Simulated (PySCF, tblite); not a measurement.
# C4H2FO3S−: dynamics, then NMR shifts on frames

Aim: move C4H2FO3S− (`C#C/C(=C\F)S(=O)(=O)[O-]`) away from its starting geometry and see how NMR shifts follow the geometry.

Computed with tblite 0.8.0 and PySCF 2.14.0, with density-fitted response routines of our own, on a single molecule in the gas phase. Atoms count from 0, in the outputs and in this text.

## (1) The starting structure

11 atoms, charge -1, multiplicity 1; geometry from: GFN2-xTB.

Bonds of the start (Å): C0–C1 1.20, C1–C2 1.39, C2–C3 1.32, C3–F4 1.37, C2–S5 1.85, S5–O6 1.46, S5–O7 1.45, S5–O8 1.45, C0–H9 1.05, C3–H10 1.08.

## (2) Dynamics with GFN2-xTB

Job settings and geometry (Å):

```
{"job": {"kind": "md", "xc": "GFN2-xTB", "basis": "xTB", "temperature": 600, "steps": 2000, "every": 50, "frames": 5}, "charge": -1, "multiplicity": 1}
C      2.050998    -0.864287    -1.289945
C      1.188542    -0.307619    -0.660800
C      0.146972     0.276792     0.044869
C      0.114766     1.395156     0.736280
F      1.178946     2.243005     0.896456
S     -1.447352    -0.652107    -0.019582
O     -2.345675     0.142722     0.809491
O     -1.118165    -1.956515     0.533148
O     -1.782994    -0.654415    -1.435146
H      2.789434    -1.361488    -1.843714
H     -0.770048     1.741427     1.242901
```

Method: GFN2-xTB Langevin dynamics, gas phase.

Run with:

```
OMP_NUM_THREADS=1 python probes_run.py task.json out
```

The driver reads the jobs from task.json and runs them one after another.

Output:

```text
t/fs     T/K      E/eV
    0.0   526.4   -814.17431
   25.0   432.5   -813.70924
   50.0   378.9   -813.57305
   75.0   283.0   -813.45087
  100.0   601.0   -813.76205
  125.0   497.3   -813.41032
  150.0   692.6   -813.56041
  175.0   715.5   -813.40712
  200.0   641.2   -813.42489
  225.0   437.2   -813.31662
  250.0   621.3   -813.44972
  275.0   393.5   -813.27398
  300.0   908.6   -813.65413
  325.0   606.1   -813.40755
  350.0   792.9   -813.48415
  375.0   810.7   -813.38463
  400.0   849.0   -813.47018
  425.0   627.1   -813.21857
  450.0   869.0   -813.33830
  475.0   668.2   -813.51598
  500.0   814.2   -813.62004
  525.0   521.5   -813.35438
  550.0   539.4   -813.53921
  575.0   601.6   -813.61815
  600.0   559.8   -813.51004
  625.0   483.3   -813.64214
  650.0   554.2   -813.72283
  675.0   709.0   -813.65376
  700.0   617.8   -813.52185
  725.0   475.0   -813.37373
  750.0   626.8   -813.63347
  775.0   645.0   -813.32393
  800.0   765.6   -813.46754
  825.0   480.2   -813.37244
  850.0   729.9   -813.50435
  875.0   801.4   -813.40012
  900.0   586.2   -813.35317
  925.0   584.3   -813.62848
  950.0   609.2   -813.49605
  975.0   690.7   -813.31417
 1000.0   658.0   -813.44963
```

It took 8.8 s on 1 thread of Arm Neoverse V2, shared host; peak memory 0.18 GiB.

Distance from the start (root mean square after alignment): 0 fs 0.00 Å, 200 fs 0.22 Å, 400 fs 0.12 Å, 600 fs 0.16 Å, 800 fs 0.62 Å, 1000 fs 1.09 Å.

Positions (Å) and forces (eV/Å) at 1000 fs:

```xyz
11

C     1.362   -1.185   -2.199    1.377   -0.497   -4.727
C     0.909   -0.938   -1.136    0.498    0.243   -1.047
C     0.252   -0.766   -0.018   -1.767    0.143    2.550
C     0.561   -0.119    1.066    0.835    0.024    0.933
F     1.782    0.494    1.199    0.123    0.059    0.433
S    -1.538   -1.005   -0.202   -0.357    1.601    4.508
O    -1.889    0.232   -0.811   -0.395    1.438   -1.065
O    -2.089   -1.134    1.174    0.674    0.146   -0.867
O    -1.684   -2.161   -0.942   -0.629   -3.672   -2.763
H     1.594   -1.247   -3.275   -0.064   -0.112    1.744
H     0.023   -0.268    1.975   -0.294    0.626    0.301
```

## (3) Shielding tensors: 250 fs, PBE0/pcSseg-1

Job settings and geometry (Å):

```
{"job": {"kind": "nmr", "xc": "PBE0", "basis": "pcSseg-1", "pop": false}, "charge": -1, "multiplicity": 1}
C      1.737000    -1.817300    -0.981500
C      0.921900    -1.133500    -0.380400
C     -0.075400    -0.428800     0.269400
C      0.105500     0.736900     0.765700
F      1.204900     1.355600     1.201300
S     -1.818500    -0.864600     0.042000
O     -2.558800    -0.061900     0.991200
O     -1.835100    -2.264800     0.519000
O     -2.198800    -0.710700    -1.303700
H      2.081100    -2.517600    -1.585400
H     -0.845100     1.273700     0.961200
```

Method: GIAO PBE0/pcSseg-1 NMR shielding, non-relativistic, gas phase.

Output:

```text
coarse grid: 11552 points
cycle   1  E = -876.0689167581  dE =  2.530e+00  |g| = 1.383e+00  |ddm| = 3.876e+00
cycle   2  E = -873.9555666391  dE =  2.113e+00  |g| = 3.098e+00  |ddm| = 5.257e+00
cycle   3  E = -876.2949435573  dE = -2.339e+00  |g| = 6.687e-01  |ddm| = 4.714e+00
cycle   4  E = -876.4026688517  dE = -1.077e-01  |g| = 1.822e-01  |ddm| = 8.668e-01
cycle   5  E = -876.4035907970  dE = -9.219e-04  |g| = 1.807e-01  |ddm| = 3.676e-01
cycle   6  E = -876.4108235446  dE = -7.233e-03  |g| = 3.677e-02  |ddm| = 1.469e-01
cycle   7  E = -876.4110242490  dE = -2.007e-04  |g| = 2.358e-02  |ddm| = 4.808e-02
cycle   8  E = -876.4111428464  dE = -1.186e-04  |g| = 3.612e-03  |ddm| = 2.260e-02
cycle   9  E = -876.4111456772  dE = -2.831e-06  |g| = 8.002e-04  |ddm| = 5.195e-03
final grid: 112552 points
cycle  10  E = -876.5054571224  dE = -2.263e-05  |g| = 1.027e-02  |ddm| = 3.953e-02
cycle  11  E = -876.5054339123  dE =  2.321e-05  |g| = 1.514e-02  |ddm| = 2.840e-02
cycle  12  E = -876.5054761589  dE = -4.225e-05  |g| = 2.308e-03  |ddm| = 1.825e-02
cycle  13  E = -876.5054772371  dE = -1.078e-06  |g| = 6.684e-04  |ddm| = 2.434e-03
cycle  14  E = -876.5054773378  dE = -1.007e-07  |g| = 1.980e-04  |ddm| = 5.794e-04
cycle  15  E = -876.5054773468  dE = -9.010e-09  |g| = 4.376e-05  |ddm| = 2.024e-04
cycle  16  E = -876.5054773471  dE = -2.558e-10  |g| = 2.401e-05  |ddm| = 5.788e-05
converged SCF energy = -876.5054773471

GIAO shielding tensors (ppm)
atom      isotropic    diamagn.    paramagn.     s11        s22        s33       span
  0 C       95.309     266.265    -170.956     37.445     46.856    201.626    164.182
  1 C       92.981     252.163    -159.181    -12.103     -8.953    300.000    312.103
  2 C       75.313     271.320    -196.007     -1.644     90.749    136.835    138.480
  3 C       19.576     251.760    -232.184    -75.779     60.726     73.780    149.560
  4 F      305.663     474.771    -169.108    212.020    262.215    442.753    230.733
  5 S      204.424    1047.526    -843.102     64.697    252.652    295.923    231.226
  6 O      102.583     403.988    -301.404     51.353    102.760    153.638    102.285
  7 O       79.842     398.873    -319.031     41.489     63.001    135.035     93.545
  8 O      113.554     401.842    -288.288     67.547    124.392    148.723     81.176
  9 H       30.127      36.733      -6.606     25.805     26.777     37.798     11.993
 10 H       23.476      31.564      -8.088     19.144     21.522     29.761     10.617
```

Run time: 16 s. Hardware: 1 thread of Arm Neoverse V2, shared host; peak memory 0.74 GiB.

The references, computed at this level on geometries of the same kind, shield at (ppm): 1H TMS 31.72, 13C TMS 186.9, 19F CFCl3 170.9, 17O H2O 336.1, 33S CS2 504. Their shielding less the atom's gives the shift. The references are single molecules in the gas phase, so shifts against H2O, NH3, PH3, H3PO4 or CFCl3 are not on the usual liquid scales and can be off by tens of ppm. Each atom is listed at this fixed geometry, with no averaging over motion; a spectrum would average atoms that exchange fast.

| atoms | environment | σ (ppm) | δ (ppm) |
| --- | --- | --- | --- |
| C3 | alkene CH | 19.6 | 167.3 |
| C2 | fully substituted alkene carbon | 75.3 | 111.6 |
| C1 | alkyne carbon | 93.0 | 93.9 |
| C0 | terminal alkyne carbon | 95.3 | 91.6 |
| H10 | hydrogen on an alkene CH | 23.48 | 8.24 |
| H9 | hydrogen on a terminal alkyne carbon | 30.13 | 1.59 |
| F4 | vinylic fluorine | 305.7 | -134.7 |
| S5 | sulfonyl sulfur | 204 | 299 |
| O7 | oxygen of an anionic S–O group | 79.8 | 256.2 |
| O6 | oxygen of an anionic S–O group | 102.6 | 233.5 |
| O8 | oxygen of an anionic S–O group | 113.6 | 222.5 |

## (4) Nuclear shieldings: 425 fs, PBE0/pcSseg-1

Job settings and geometry (Å):

```
{"job": {"kind": "nmr", "xc": "PBE0", "basis": "pcSseg-1", "pop": false}, "charge": -1, "multiplicity": 1}
C      1.593900    -2.201900    -1.341700
C      0.937700    -1.417800    -0.657500
C      0.236000    -0.931800     0.347100
C      0.572300    -0.090500     1.408500
F      1.774400     0.354400     1.860400
S     -1.586800    -1.224100     0.400500
O     -2.327600    -0.584400     1.522900
O     -1.799700    -2.691000     0.510100
O     -2.133700    -0.710600    -0.887400
H      1.987500    -2.864600    -2.077000
H     -0.199900     0.335300     2.122800
```

Level: GIAO PBE0/pcSseg-1 NMR shielding, non-relativistic, gas phase.

Output:

```text
coarse grid: 11552 points
cycle   1  E = -876.0104102586  dE =  2.125e+00  |g| = 1.445e+00  |ddm| = 3.682e+00
cycle   2  E = -873.1001343204  dE =  2.910e+00  |g| = 3.588e+00  |ddm| = 5.478e+00
cycle   3  E = -876.2939048548  dE = -3.194e+00  |g| = 6.182e-01  |ddm| = 4.835e+00
cycle   4  E = -876.3956378693  dE = -1.017e-01  |g| = 1.919e-01  |ddm| = 9.391e-01
cycle   5  E = -876.3937510680  dE =  1.887e-03  |g| = 2.174e-01  |ddm| = 3.269e-01
cycle   6  E = -876.4052933126  dE = -1.154e-02  |g| = 2.696e-02  |ddm| = 1.652e-01
cycle   7  E = -876.4054295513  dE = -1.362e-04  |g| = 1.316e-02  |ddm| = 3.722e-02
cycle   8  E = -876.4054622661  dE = -3.271e-05  |g| = 5.104e-03  |ddm| = 1.424e-02
cycle   9  E = -876.4054681316  dE = -5.866e-06  |g| = 1.373e-03  |ddm| = 6.166e-03
final grid: 112552 points
cycle  10  E = -876.4998422021  dE = -1.633e-05  |g| = 1.170e-02  |ddm| = 3.279e-02
cycle  11  E = -876.4997929354  dE =  4.927e-05  |g| = 1.965e-02  |ddm| = 3.331e-02
cycle  12  E = -876.4998680316  dE = -7.510e-05  |g| = 2.734e-03  |ddm| = 2.210e-02
cycle  13  E = -876.4998695947  dE = -1.563e-06  |g| = 7.068e-04  |ddm| = 2.843e-03
cycle  14  E = -876.4998696987  dE = -1.041e-07  |g| = 2.578e-04  |ddm| = 7.297e-04
cycle  15  E = -876.4998697135  dE = -1.475e-08  |g| = 8.723e-05  |ddm| = 2.620e-04
cycle  16  E = -876.4998697153  dE = -1.769e-09  |g| = 3.227e-05  |ddm| = 1.113e-04
cycle  17  E = -876.4998697155  dE = -2.631e-10  |g| = 6.820e-06  |ddm| = 3.901e-05
converged SCF energy = -876.4998697155

GIAO shielding tensors (ppm)
atom      isotropic    diamagn.    paramagn.     s11        s22        s33       span
  0 C       74.289     262.749    -188.460     30.893     42.131    149.841    118.948
  1 C      105.233     251.296    -146.063     -0.372      8.845    307.226    307.599
  2 C       59.526     269.192    -209.666    -15.562     63.260    130.879    146.441
  3 C        5.796     250.698    -244.902    -88.411     38.119     67.679    156.091
  4 F      260.063     473.441    -213.378    142.978    221.036    416.176    273.198
  5 S      148.609    1044.841    -896.232     10.297    211.103    224.426    214.129
  6 O       34.357     403.230    -368.873    -34.047     -6.129    143.247    177.295
  7 O       43.032     395.423    -352.391     -6.627     20.559    115.164    121.791
  8 O       43.428     402.982    -359.554     -2.747     14.858    118.173    120.920
  9 H       27.257      32.570      -5.313     24.436     25.191     32.144      7.708
 10 H       22.786      30.077      -7.291     18.458     20.412     29.486     11.028
```

It took 16 s on 1 thread of Arm Neoverse V2, shared host; peak memory 0.78 GiB.

Key values: δ C3 181.1, C2 127.4, C0 112.6, C1 81.7, H10 8.93, H9 4.46 ppm.

(Part 1 of 2 ends here.)
